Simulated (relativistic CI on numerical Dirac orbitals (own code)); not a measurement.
# Sc⁶⁺: one ion under different settings

How much do the settings matter for Sc⁶⁺? One ion, several inputs.

The numbers are computed with relativistic CI on numerical Dirac orbitals (own code) version 3 (Dirac-Coulomb-Breit CI, KLI orbitals optimised for each configuration, model QED (radiative potential, 1s self-energy scaled to tabulated hydrogen-like ionisation energies), numerical settings as typed), except any that are marked as measured or tabulated.

**1. The system**

- ion: Sc⁶⁺ (Sc VII)
- nuclear charge: 21
- electrons: 15
- isotope: A = 45

**2. The usual input**

The run's settings:

```ini
atom Sc  Z=21  charge=6  electrons=15
nucleus A=45  rms_radius_fm=3.5459
hamiltonian dirac-coulomb  breit=on  qed=on  c_scale=1
orbitals kli  potential=per-configuration
slater_scale 1
correlation none
mixing on
grid step=0.0125 r_max=14.7
scf mixing=0.4 start=green max_iterations=150 tolerance=2e-08 node_fill=0.05
configurations
  [Ne] 3s2 3p3
end
```

Started as:

```bash
> python run_levels.py task.json out
```

The settings of every run stand in task.json; they run in order.

**3. Grid step 0.02**

Changes to the settings of step 2:

```diff
@@ -7,3 +7,3 @@
 mixing on
-grid step=0.0125 r_max=14.7
+grid step=0.02 r_max=14.7
 scf mixing=0.4 start=green max_iterations=150 tolerance=2e-08 node_fill=0.05
```

**4. Tolerance 1e-06, iteration limit 20**

Changes to the settings of step 3:

```diff
@@ -7,4 +7,4 @@
 mixing on
-grid step=0.02 r_max=14.7
-scf mixing=0.4 start=green max_iterations=150 tolerance=2e-08 node_fill=0.05
+grid step=0.0125 r_max=14.7
+scf mixing=0.4 start=green max_iterations=20 tolerance=1e-06 node_fill=0.05
 configurations
```

**5. Grid step 0.03**

Changes to the settings of step 4:

```diff
@@ -7,4 +7,4 @@
 mixing on
-grid step=0.0125 r_max=14.7
-scf mixing=0.4 start=green max_iterations=20 tolerance=1e-06 node_fill=0.05
+grid step=0.03 r_max=14.7
+scf mixing=0.4 start=green max_iterations=150 tolerance=2e-08 node_fill=0.05
 configurations
```

**6. Node fill 0.01**

Changes to the settings of step 5:

```diff
@@ -7,4 +7,4 @@
 mixing on
-grid step=0.03 r_max=14.7
-scf mixing=0.4 start=green max_iterations=150 tolerance=2e-08 node_fill=0.05
+grid step=0.0125 r_max=14.7
+scf mixing=0.4 start=green max_iterations=150 tolerance=2e-08 node_fill=0.01
 configurations
```

**7. Tolerance 1e-14**

Changes to the settings of step 6:

```diff
@@ -8,3 +8,3 @@
 grid step=0.0125 r_max=14.7
-scf mixing=0.4 start=green max_iterations=150 tolerance=2e-08 node_fill=0.01
+scf mixing=0.4 start=green max_iterations=77 tolerance=1e-14 node_fill=0.05
 configurations
```

(Steps that only read results are left out.)

**Question.** What will these runs give? Wanted: lowest level, usual settings; total energy; first excitation.

**Answer**, as computed:

| setting | total energy less usual (Ha) | largest shift of a level among the lowest eight of both runs, same label and place (cm⁻¹) | SCF iterations | time | lowest level | kind of change |
| --- | --- | --- | --- | --- | --- | --- |
| usual | 0 | 0 | 10 | 0.056 s | 3p3 4S°3/2 | - |
| grid step 0.02 | 4.29e-05 | 0 | 10 | 0.033 s | 3p3 4S°3/2 | numerical |
| tolerance 1e-06, iteration limit 20 | 0 | 0 | 8 | 0.049 s | 3p3 4S°3/2 | numerical |
| grid step 0.03 | 9.96e-05 | 0.00765 | 10 | 0.026 s | 3p3 4S°3/2 | numerical |
| node fill 0.01 | 0.000539 | 61.0 | 10 | 0.052 s | 3p3 4S°3/2 | numerical |
| tolerance 1e-14 | 0 | 0 | 20 | 0.059 s | 3p3 4S°3/2 | extreme, harmless here |

| quantity | value |
| --- | --- |
| lowest level, usual settings | 3p3 4S°3/2 |
| total energy | -751.4859 Ha |
| first excitation | 34968 cm⁻¹ |

In words: Among the runs whose levels can be followed, they move most under «node fill 0.01» (numerical), by up to 61.0 cm⁻¹. No visible change in the result comes from «tolerance 1e-06, iteration limit 20» or «tolerance 1e-14». «Tolerance 1e-14» costs 20 SCF iterations against 10. Only the listed configurations are in the model.
